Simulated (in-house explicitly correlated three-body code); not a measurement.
# Two electrons around a charge of +4 with a centre of 3 electron masses: exact states

An exercise on one series of results from a longer session: the logs are not shown, and one member is left open.

Method: two electrons, non-relativistic, variational in exponentially correlated functions. Code: in-house explicitly correlated three-body code version 1.

## The atom as given

```
charge of the centre : +4
mass of the centre   : 3 electron masses
interactions         : Coulomb
basis                : 260 functions exp(−a r1 − b r2 − g r12) a state, exponent ranges optimised
units                : hartree and bohr; relativity and QED are left out
```

Set-up of the first run:

Settings:

```ini
Z = 4.0
nuclear_mass = 3.0
interaction_strength = 1.0
functions = 260
states_tried = 13
```

The run is started by

```sh
$ python run_hyl.py task.json out
```

Among the steps run: The variational calculation.

One table of the session follows, with a row left open; its other results are not shown here.

It belongs to the step «Levels». 

```
state  binding (eV)  excitation (eV)  ⟨r12⟩ (bohr)
 1 ¹S       116.455                0        0.7751
 2 ³P       30.0487          86.4067         1.788
 2 ³S       26.8056          89.6498         2.356
 2 ¹S       25.5890          90.8664         2.446
 2 ¹P             ?                ?             ?
 3 ³S       11.5287          104.927         5.342
 3 ¹S       11.1839          105.271         5.500
 4 ³S       6.38768          110.068         9.603
 4 ¹S       6.24539          110.210         9.819
```

**Question.** Estimate the row for 2 ¹P.

The run gave: binding (eV): 21.1264; excitation (eV): 95.3290; ⟨r12⟩ (bohr): 2.530. In the column «binding (eV)» it lies between 3 ³S (11.5287) and 2 ¹S (25.5890).
